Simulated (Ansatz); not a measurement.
# C2F6 (hexafluoroethane) at PBE0/6-31G(d) (spherical functions)

What is the energy change on altering one bond length of C2F6 (hexafluoroethane) at PBE0/6-31G* (spherical functions)? 

The calculation is run with Ansatz 0.2.0.

48 further runs of the same task are left out: 10 that didn't finish, 38 set aside as unsound or not needed. Runs told in other sessions of the task aren't counted.

## (1) The structure to begin with

C2F6 has 8 atoms, charge 0, and is taken as a singlet. SMILES: `FC(F)(F)C(F)(F)F`. The coordinates come from a PBE0-D4/def2-TZVP relaxation.

Bond lengths: F1–C2 1.325 Å, C2–F3 1.325 Å, C2–F4 1.325 Å, C2–C5 1.549 Å, C5–F6 1.325 Å, C5–F7 1.325 Å, C5–F8 1.325 Å. Some angles: F1–C2–F3 109.1°, F1–C2–F4 109.1°, F1–C2–C5 109.8°, F3–C2–F4 109.1°, F3–C2–C5 109.8°, F4–C2–C5 109.8°, C2–C5–F6 109.8°, C2–C5–F7 109.8°, C2–C5–F8 109.8°, F6–C5–F7 109.1°.

## (2) The energy at PBE0/6-31G(d) (spherical functions)

Input file job.yaml:

```yaml
crystal:
  periodic: [false, false, false]
  atoms:
    - symbol: F
      position_ang: [1.065570, -0.767260, 1.152000]
    - symbol: C
      position_ang: [0.662650, -0.397300, -0.054910]
    - symbol: F
      position_ang: [1.596070, 0.361280, -0.610920]
    - symbol: F
      position_ang: [0.478560, -1.476610, -0.801220]
    - symbol: C
      position_ang: [-0.662670, 0.397270, 0.054890]
    - symbol: F
      position_ang: [-0.477000, 1.479670, 0.796360]
    - symbol: F
      position_ang: [-1.068680, 0.762200, -1.152500]
    - symbol: F
      position_ang: [-1.594500, -0.359250, 0.616310]
basis:
  gaussian:
    orbitals: 6-31G_st_-spherical.json
hamiltonian:
  xc: {name: PBE0}
output:
  orbitals: {seedname: orbitals}
accuracy: high
```

The basis set 6-31G* is read from a file made from the Basis Set Exchange's data (not shown).

Launch:

```console
$ ansatz run job.yaml --threads 1 --pin off --max-ram 3480MiB --events-out events.jsonl --progress --plain --runs-dir runs
```

Standard output:

```text
Warning: RAYON_NUM_THREADS=1 ignored (pool sized by the plan → 1); use --threads N
Functional definition: PBE0
  name "PBE0"
  parameter a = 0.25
  parameter kappa = 0.804
  parameter beta = 0.06672455060314922
  exchange = (1 - a)*pbe_x(kappa = kappa, mu = beta*pi^2/3) + a*exact_x
  correlation = pbe_c(beta = beta)
2589 factors; integrals over basis functions are off by at most 3.2e-9 eV
mean field evaluation 1: about -18353.5688 eV, gradient 5.0e1 eV
mean field evaluation 2: about -18349.6977 eV, gradient 7.2e1 eV
mean field evaluation 4: about -18357.0575 eV, gradient 5.4e-1 eV
mean field evaluation 8: about -18357.3709 eV, gradient 2.7e-2 eV
mean field evaluation 16: about -18357.3709 eV, gradient 2.4e-6 eV
mean field -18357.37087480 eV, -674.6209365760 hartree, gradient 5.2e-8 eV, S^2 0.000000; 0 other end points of the search recorded, 0 dependent functions left out
reference -18357.37087569 eV, -674.6209366088 hartree; 33, 33 occupied and 79, 79 virtual orbitals, 2589 factors
Total energy: -18357.37087569 eV, -674.6209366088 hartree
```

It took 16 s on 1 thread of Arm Neoverse V1, shared host; peak memory 0.48 GiB.

## (3) The distorted shape

Input file job.yaml:

```yaml
crystal:
  periodic: [false, false, false]
  atoms:
    - {symbol: F, position_ang: [1.157617, -0.227594, 1.525163]}
    - {symbol: C, position_ang: [0.754697, 0.142366, 0.318253]}
    - {symbol: F, position_ang: [1.688117, 0.900946, -0.237757]}
    - {symbol: F, position_ang: [0.478560, -1.476610, -0.801220]}
    - {symbol: C, position_ang: [-0.570623, 0.936936, 0.428053]}
    - {symbol: F, position_ang: [-0.384953, 2.019336, 1.169523]}
    - {symbol: F, position_ang: [-0.976633, 1.301866, -0.779337]}
    - {symbol: F, position_ang: [-1.502453, 0.180416, 0.989473]}
basis:
  gaussian:
    orbitals: 6-31G_st_-spherical.json
hamiltonian:
  xc: pbe0
accuracy: high
output: {orbitals: {seedname: orbitals}}
```

The basis set 6-31G* is read from a file made from the Basis Set Exchange's data (not shown).

Launch:

```console
$ ansatz run job.yaml --threads 1 --pin off --max-ram 3480MiB --events-out events.jsonl --progress --plain --runs-dir runs
```

Standard output (excerpt; [...] marks lines left out):

```text
Warning: RAYON_NUM_THREADS=1 ignored (pool sized by the plan → 1); use --threads N
[... 7 set-up lines as earlier in the session ...]
2551 factors; integrals over basis functions are off by at most 3.2e-9 eV
mean field evaluation 1: about -18347.2814 eV, gradient 6.1e1 eV
mean field evaluation 2: about -18302.4151 eV, gradient 1.6e2 eV
mean field evaluation 4: about -18353.5035 eV, gradient 1.7e1 eV
mean field evaluation 8: about -18354.2364 eV, gradient 1.0e0 eV
mean field evaluation 16: about -18354.2384 eV, gradient 1.0e-4 eV
mean field -18354.23836762 eV, -674.5058190604 hartree, gradient 3.8e-8 eV, S^2 0.000000; 0 other end points of the search recorded, 0 dependent functions left out
reference -18354.23836852 eV, -674.5058190934 hartree; 33, 33 occupied and 79, 79 virtual orbitals, 2551 factors
Total energy: -18354.23836852 eV, -674.5058190934 hartree
```

Wall time 16 s (1 thread of Arm Neoverse V1, shared host); peak memory 0.47 GiB.

## (4) Summary of results

At PBE0/6-31G* (spherical functions):

```
                                                         quantity          value
                                        first shape: total energy  -674.62094 Eh
                                         first shape: HOMO energy      -10.76 eV
                                         first shape: LUMO energy        2.98 eV
                                       first shape: HOMO–LUMO gap       13.74 eV
                                    distorted shape: total energy  -674.50582 Eh
                                     distorted shape: HOMO energy       -9.81 eV
                                     distorted shape: LUMO energy       -3.38 eV
                                   distorted shape: HOMO–LUMO gap        6.43 eV
energy change with the C2–F4 bond stretched from 1.325 to 1.988 Å       3.133 eV
```

What this shows: With the C2–F4 bond stretched from 1.325 to 1.988 Å the energy rises by 3.13 eV (302 kJ/mol). The first shape isn't relaxed at this level, so the change isn't measured from a minimum.
